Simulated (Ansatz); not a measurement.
# SiHBr: how energies converge with the basis set

How large a basis does SiHBr need? Two functionals are run in growing sets.

Program: Ansatz 0.2.0, Gaussian basis. Level of theory: one geometry, several basis sets. These are calculated values, not measurements.

Plan: PBE0-D4/def2-SVP; ωB97M-V/def2-SVP; PBE0-D4/def2-QZVPP; ωB97M-V/def2-QZVPP; the functionals' def2-TZVPP values are taken from earlier runs.

## (1) Structure used throughout

An earlier PBE0-D4 in a triple-zeta def2 set relaxation fixed the geometry.

SMILES `[SiH]Br`, 3 atoms, charge 0, spin multiplicity 1.

Atoms are counted from 1 here; the program's logs count them from 0.

Bond lengths: Si1–Br2 2.245 Å, Si1–H3 1.527 Å. Angles: Br2–Si1–H3 94.0°.

## (2) PBE0-D4 in def2-SVP

The input, in.yaml:

```yaml
crystal:
  periodic: [false, false, false]
  atoms:
    - {symbol: Si, position_ang: [-0.624745, 0.521948, -0.296089]}
    - {symbol: Br, position_ang: [1.340911, 0.401453, 0.781387]}
    - {symbol: H, position_ang: [-0.727066, -0.988301, -0.498598]}
basis:
  gaussian: {orbitals: def2-SVP}
hamiltonian: {xc: pbe0, dispersion: d4}
output: {orbitals: {seedname: orbitals}}
```

After this run come: ωB97M-V in def2-SVP; PBE0-D4 in def2-QZVPP; ωB97M-V in def2-QZVPP.

Q: Predict the results of all the runs planned. Wanted: PBE0-D4: double and triple zeta above quadruple; ωB97M-V: double and triple zeta above quadruple.

**Answer**, as computed:

| quantity | value |
| --- | --- |
| PBE0-D4: double and triple zeta above quadruple | 12.96, 1.69 eV |
| ωB97M-V: double and triple zeta above quadruple | 12.87, 1.63 eV |

**Reading.** For PBE0-D4 the step from double to triple zeta gains 11.27 eV and the next only 1.69 eV. These are total energies; as a rule much of such shifts cancels in differences, which this series doesn't test.
